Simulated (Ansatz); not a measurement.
Geometry optimisation, Ansatz, DFT PBE, scalar-relativistic, plane waves, PAW.

Input:

```yaml
crystal:
  lattice:
    - [-2.29, -3.966396, 0.0]
    - [3.435, -1.983198, 0.0]
    - [0.0, 0.0, 7.17686]
  atoms:
    - { symbol: Be, position: [0.75, 0.5, 0.0] }
    - { symbol: Be, position: [0.5, 0.3333333, 0.25] }
    - { symbol: Be, position: [0.75, 0.5, 0.5] }
    - { symbol: Be, position: [0.5, 0.3333333, 0.75] }
    - { symbol: Be, position: [0.5, 0.0, 0.0] }
    - { symbol: Be, position: [0.25, 0.8333333, 0.25] }
    - { symbol: Be, position: [0.5, 0.0, 0.5] }
    - { symbol: Be, position: [0.25, 0.8333333, 0.75] }
    - { symbol: Be, position: [0.25, 0.5, 0.0] }
    - { symbol: Be, position: [0.0, 0.3333333, 0.25] }
    - { symbol: Be, position: [0.25, 0.5, 0.5] }
    - { symbol: Be, position: [0.0, 0.3333333, 0.75] }
    - { symbol: Be, position: [0.0, 0.0, 0.0] }
    - { symbol: Be, position: [0.75, 0.8333333, 0.25] }
    - { symbol: Be, position: [0.0, 0.0, 0.5] }
    - { symbol: Be, position: [0.75, 0.8333333, 0.75] }
    - { symbol: H, position: [0.7528592, 0.1699714, 0.3686501] }
basis:
  ecutwfc: 420.0
kpoints:
  mp_grid: { grid: [5, 6, 4] }
hamiltonian:
  xc: pbe
scf:
  occupations: { method: gaussian, width: 0.05 }
  lower_state_search: "off"
relax:
  f_tol: 0.03
  max_steps: 60
  adjacent_minimum: "off"
```

Command:

```bash
$ ansatz run input.yaml --threads 2 --pin off --max-ram 5120MiB --backend cpu --events-out ev --progress --plain --runs-dir out
```

**Question.** Where does it end, and by what steps?

**Answer.** The run converged. Limits of this set-up: coarse k mesh, odd electron count without spin, a small cell, in which the defect meets its images, a typed lattice constant that wasn't relaxed here. After 3 steps the energy has fallen by 0.081 eV; Be10 moved furthest, 0.05 Å.

| step | energy less start (eV) | largest force component (eV/Å) | accepted |
| --- | --- | --- | --- |
| 0 | 0.0000 | 0.531 | yes |
| 1 | -0.0623 | 0.253 | yes |
| 2 | -0.0806 | 0.054 | yes |
| 3 | -0.0813 | 0.014 | yes |

```xyz
17
Lattice="-2.2900 -3.9664 0.0000 3.4350 -1.9832 0.0000 0.0000 0.0000 7.1769" Properties=species:S:1:pos:R:3
Be -0.013 -3.960 -0.017
Be 0.032 -2.626 1.768
Be 0.031 -3.986 3.607
Be 0.007 -2.642 5.375
Be -1.146 -1.977 0.003
Be 2.284 -2.641 1.792
Be -1.146 -1.946 3.609
Be 2.284 -2.641 5.402
Be 1.150 -1.987 -0.024
Be 1.143 -0.701 1.768
Be 1.152 -1.987 3.588
Be 1.145 -0.669 5.375
Be -0.007 -0.004 0.003
Be 1.115 -4.612 1.769
Be -0.035 -0.021 3.609
Be 1.159 -4.637 5.395
H -1.136 -3.307 2.689
```

Whether the end is a true minimum wasn't checked by a vibrational analysis.

Time of the run: 10 s on 2 threads of AMD EPYC 9R45 96-Core Processor (Zen 5), with other jobs on the host, peak memory 0.53 GiB.
